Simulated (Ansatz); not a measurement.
# RbNbTe2: the cost of one run

Program: Ansatz 0.2.0. Level of theory: DFT PBE, scalar-relativistic, plane waves, PAW. These are calculated values, not measurements.

### 1 The structure to begin with

It takes space group P-6m2 (No. 187, hexagonal). Conventional cell: a = 3.893 Å, b = 3.893 Å, c = 9.116 Å, α = 90.00°, β = 90.00°, γ = 120.00°. Rb (site symmetry -6m2) has 6 Te at 3.60 Å and 6 Rb at 3.89 Å as nearest neighbours. Nb (site symmetry -6m2) has 6 Te at 2.84 Å as nearest neighbours. Te (site symmetry 3m) has 3 Nb at 2.84 Å and 3 Rb at 3.60 Å as nearest neighbours.

As a file:

```
CELL_PARAMETERS angstrom
3.89312 0.00000 0.00000
-1.94656 3.37154 0.00000
0.00000 0.00000 9.11565
ATOMIC_POSITIONS crystal
Rb 0.00000 0.00000 0.50000
Nb 0.00000 0.00000 0.00000
Te 0.33333 0.66667 0.19098
Te 0.33333 0.66667 0.80902
```

The cell was relaxed beforehand at this level, from a generated guess; it is a trial structure. At a tolerance of 0.02 Å it has space group P-6m2 (No. 187); it has 29.91 Å³/atom, an uncorrected energy of -0.61 eV/atom over the elements.

### 2 Bands, states and charges

input.yaml reads:

```yaml
crystal:
  lattice:
    - [3.8931243324, 2.89e-08, 0.0]
    - [-1.9465621912, 3.3715445575, 0.0]
    - [0.0, 0.0, 9.115652]
  atoms:
    - { symbol: Rb, position: [0.0, 0.0, 0.5] }
    - { symbol: Nb, position: [0.0, 0.0, 0.0] }
    - { symbol: Te, position: [0.3333333333, 0.6666666667, 0.190982] }
    - { symbol: Te, position: [0.3333333333, 0.6666666667, 0.809018] }
basis:
  ecutwfc: 420
kpoints:
  mp_grid: { grid: [12, 12, 4] }
  band_path:
    path:
      - [[0.0, 0.0, 0.0], [0.5, 0.0, 0.0], [0.33333333, 0.33333333, 0.0], [0.0, 0.0, 0.0], [0.0, 0.0, 0.5], [0.5, 0.0, 0.5], [0.33333333, 0.33333333, 0.5], [0.0, 0.0, 0.5]]
      - [[0.5, 0.0, 0.5], [0.5, 0.0, 0.0]]
      - [[0.33333333, 0.33333333, 0.5], [0.33333333, 0.33333333, 0.0]]
    npoints: 14
hamiltonian:
  xc: pbe
scf:
  occupations: { method: gaussian, width: 0.02 }
  n_extra_bands: 10
output:
  forces: true
  stress: true
  eigenvalues: true
  populations: true
  dos: { projected: true, de: 0.02, nscf_kmesh: { grid: [18, 18, 6] } }
  bader: true
  write_density: true
  write_potential: true
  elf: true
  volumetric_format: npy
```

The run is started by

```bash
> ansatz run input.yaml --threads 1 --pin off --max-ram 3072MiB --backend cpu --events-out ev --progress --plain --runs-dir out
```

**Question.** How long does this run take on 1 thread of Intel Xeon 6975P-C (Granite Rapids), shared host, and how much memory does it need?

About 63 s, with a peak of 0.68 GiB.
